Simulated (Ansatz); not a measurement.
# GeNH2 (quartet): the correlation ladder at distance Ge1–N2 = 2.431 Å, cc-pVDZ

How much of the correlation energy of GeNH2 (quartet) does each wave-function method recover here?

Computed with Ansatz 0.2.0, Gaussian basis. Level: cc-pVDZ, core rule «outside noble gas», up to 15 orbitals frozen.

The runs, in order: UHF; CCSD(T) on ROHF; CCSD(T) on UHF; BCCD(T) on ROHF; CISD; CCSDT(Q) on ROHF; CCSDT(Q) on UHF; CASSCF and MRCISD+Q, 5 electrons in 5 orbitals; CASSCF and NEVPT2, 5 electrons in 5 orbitals; CASSCF and MRCISD+Q, 11 electrons in 10 orbitals; CASSCF and NEVPT2, 11 electrons in 10 orbitals.

26 further runs of the same task are left out: 20 that didn't finish, 6 set aside as unsound or not needed.

### Step 1. What is computed

The geometry derives from a PBE0/def2-TZVP stationary point (not a proven minimum). One bond is set to the value named and the two fragments are kept rigid. No spin-orbit coupling is included. The filled d shell of Ge may be among the frozen orbitals whatever the setting's name suggests; the logs give the count.

4 atoms, charge 0, spin multiplicity 4.

Atoms are counted from 1 here; the program's logs count them from 0.

Bond lengths: Ge1–H3 1.555 Å, Ge1–H4 1.555 Å. Angles: H3–Ge1–H4 108.1°.

Geometry (Å):

```xyz
4
charge 0, multiplicity 4
Ge   -0.0388    0.0000    0.3726
N     0.0950    0.0000   -2.0548
H     0.7382   -1.2582    0.8518
H     0.7382    1.2582    0.8518
```

### Step 2. UHF

Contents of in.yaml:

```yaml
crystal:
  periodic: [false, false, false]
  atoms:
    - {symbol: Ge, position_ang: [-0.038799, 0.000000, 0.372565]}
    - {symbol: N, position_ang: [0.094971, 0.000001, -2.054752]}
    - {symbol: H, position_ang: [0.738193, -1.258240, 0.851841]}
    - {symbol: H, position_ang: [0.738192, 1.258240, 0.851842]}
basis:
  gaussian: {orbitals: cc-pVDZ}
magnetization: {spin_polarized: true, initial_magnetization: 3}
hamiltonian: {xc: hf}
output: {orbitals: {seedname: orbitals}}
```

Launch:

```sh
$ ansatz run in.yaml --threads 1 --pin off --events-out ev --progress --plain --max-ram 2393MiB
```

The runs that follow: CCSD(T) on ROHF; CCSD(T) on UHF; BCCD(T) on ROHF; CISD; CCSDT(Q) on ROHF; CCSDT(Q) on UHF; CASSCF and MRCISD+Q, 5 electrons in 5 orbitals; CASSCF and NEVPT2, 5 electrons in 5 orbitals; CASSCF and MRCISD+Q, 11 electrons in 10 orbitals; CASSCF and NEVPT2, 11 electrons in 10 orbitals.

Before running them: what should the planned runs give, taken together? Wanted: RCCSDT(Q) below the RHF energy; RMP2 from RCCSDT(Q); UMP2 from RCCSDT(Q); RCCSD from RCCSDT(Q); RCCSD(T) from RCCSDT(Q); UCCSD(T) from RCCSDT(Q); UCCSDT(Q) from RCCSDT(Q); NEVPT2 pair from RCCSDT(Q); MRCISD+Q pair from RCCSDT(Q).

As calculated:

| quantity | value |
| --- | --- |
| RCCSDT(Q) below the RHF energy | -6.3692 eV |
| RMP2 from RCCSDT(Q) | +1469.4 meV |
| UMP2 from RCCSDT(Q) | +1457.0 meV |
| RCCSD from RCCSDT(Q) | +256.8 meV |
| RCCSD(T) from RCCSDT(Q) | +63.2 meV |
| UCCSD(T) from RCCSDT(Q) | +68.4 meV |
| UCCSDT(Q) from RCCSDT(Q) | -2.8 meV |
| NEVPT2 pair from RCCSDT(Q) | +1133.5 meV |
| MRCISD+Q pair from RCCSDT(Q) | +23.6 meV |
| NEVPT2 valence from RCCSDT(Q) | +1017.4 meV |
| levels within 1 kcal/mol (43 meV) | RCCSDT, UCCSDT, UCCSDT(Q), MRCISD+Q pair, MRCISD+Q valence |
| T1 diagnostic | 0.053 |
| effectively unpaired electrons | 3.14 |

RCCSD(T) lands +63.2 meV from the yardstick (1.0 % of the correlation energy). The occupations are near whole numbers, but T1 = 0.053 shows that the orbitals relax strongly. Of the multireference levels listed MRCISD+Q valence comes nearest in total energy (+9.5 meV), which doesn't show that its space is the better one. Coupled cluster took another determinant than the lowest Hartree-Fock one. These misses are within one basis, not against nature; the frozen cores of restricted and unrestricted runs differ, which can shift their rows.
